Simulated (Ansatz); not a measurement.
# BClHI (SMILES ClBI): one structure at several levels

A test off equilibrium: a structure displaced at random from a GFN2-xTB minimum is computed at several levels, and each is set against CCSD(T).

Computed with Ansatz 0.2.0, Gaussian basis. Level: single points in def2-TZVPP.

Cores are frozen in the correlated methods. Filled d shells of the heavier atoms are correlated. Core potentials replace the inner electrons past krypton, and spin-orbit coupling is left out.

### Step 1. Starting geometry

SMILES `ClBI`, 4 atoms, charge 0, spin multiplicity 1.

Atoms are counted from 1 here; the program's logs count them from 0.

Bond lengths: Cl1–B2 1.758 Å, B2–I3 2.239 Å, B2–H4 1.199 Å. Angles: Cl1–B2–I3 120.6°, Cl1–B2–H4 125.5°, I3–B2–H4 113.6°.

As a file:

| atom | x (Å) | y (Å) | z (Å) |
| --- | --- | --- | --- |
| Cl1 | -1.6475 | -0.5525 | 0.1466 |
| B2 | -0.0690 | 0.1812 | -0.1008 |
| I3 | 1.7714 | -0.7535 | 0.7675 |
| H4 | 0.1587 | 1.1239 | -0.8056 |

### Step 2. CCSD(T)/def2-TZVPP

Input file run/in.yaml:

```yaml
crystal:
  periodic: [false, false, false]
  atoms:
    - {symbol: Cl, position_ang: [-1.647500, -0.552500, 0.146600]}
    - {symbol: B, position_ang: [-0.069000, 0.181200, -0.100800]}
    - {symbol: I, position_ang: [1.771400, -0.753500, 0.767500]}
    - {symbol: H, position_ang: [0.158700, 1.123900, -0.805600]}
basis:
  gaussian: {orbitals: def2-TZVPP}
correlation: {method: ccsd_t}
output: {forces: true}
```

No record of the launch command was kept for these runs.

### Step 3. PBE0-D4/def2-TZVPP

run/in.yaml: that of step 2 with these lines changed.

```diff
@@ -9,3 +9,3 @@
   gaussian: {orbitals: def2-TZVPP}
-correlation: {method: ccsd_t}
-output: {forces: true}
+hamiltonian: {xc: pbe0, dispersion: d4}
+output: {forces: true, orbitals: {seedname: orbitals}}
```

### Step 4. wB97M-V/def2-TZVPP

run/in.yaml: that of step 3 with these lines changed.

```diff
@@ -9,3 +9,3 @@
   gaussian: {orbitals: def2-TZVPP}
-hamiltonian: {xc: pbe0, dispersion: d4}
-output: {forces: true, orbitals: {seedname: orbitals}}
+hamiltonian: {xc: {name: wB97M-V}}
+output: {forces: true}
```

### Step 5. r2SCAN-D4/def2-TZVPP

run/in.yaml: that of step 4 with these lines changed.

```diff
@@ -9,3 +9,3 @@
   gaussian: {orbitals: def2-TZVPP}
-hamiltonian: {xc: {name: wB97M-V}}
+hamiltonian: {xc: r2scan, dispersion: d4}
 output: {forces: true}
```

### Step 6. PBE-D4/def2-TZVPP

run/in.yaml: that of step 5 with these lines changed.

```diff
@@ -9,3 +9,3 @@
   gaussian: {orbitals: def2-TZVPP}
-hamiltonian: {xc: r2scan, dispersion: d4}
+hamiltonian: {xc: pbe, dispersion: d4}
 output: {forces: true}
```

### Step 7. r2SCANh-D4/def2-TZVPP

run/in.yaml: that of step 6 with these lines changed.

```diff
@@ -9,3 +9,3 @@
   gaussian: {orbitals: def2-TZVPP}
-hamiltonian: {xc: pbe, dispersion: d4}
+hamiltonian: {xc: {name: r2SCANh}, dispersion: d4}
 output: {forces: true}
```

### Step 8. wB97X-V/def2-TZVPP

run/in.yaml: that of step 7 with these lines changed.

```diff
@@ -9,3 +9,3 @@
   gaussian: {orbitals: def2-TZVPP}
-hamiltonian: {xc: {name: r2SCANh}, dispersion: d4}
+hamiltonian: {xc: {name: wB97X-V}}
 output: {forces: true}
```

(Steps that only read results are left out.)

Before running it: what results should come out? Wanted: energy less free atoms, CCSD(T)/def2-TZVPP; RMS force component; RMS force error; HOMO and LUMO, PBE0-D4; T1 diagnostic.

As calculated:

| quantity | value |
| --- | --- |
| energy less free atoms, CCSD(T)/def2-TZVPP | -270.0 kcal/mol |
| RMS force component | 0.550 to 0.658 eV/Å over the methods |
| RMS force error | PBE0-D4 0.095, wB97M-V 0.063, r2SCAN-D4 0.084, PBE-D4 0.118, r2SCANh-D4 0.086, wB97X-V 0.058 eV/Å |
| HOMO and LUMO, PBE0-D4 | -7.73 and -2.30 eV |
| T1 diagnostic | 0.012 |

In words: Against CCSD(T) the functionals' energies less atoms differ by -18.2 to -7.4 kcal/mol, PBE-D4 by -18.2 kcal/mol. A larger basis would deepen the CCSD(T) value, while the functionals are nearly converged already, so the order here is not reliable. On forces the order runs from wB97X-V to PBE-D4. Frozen-core CCSD(T) forces in triple zeta carry basis errors of their own, and this is one geometry, so small gaps rank nothing.
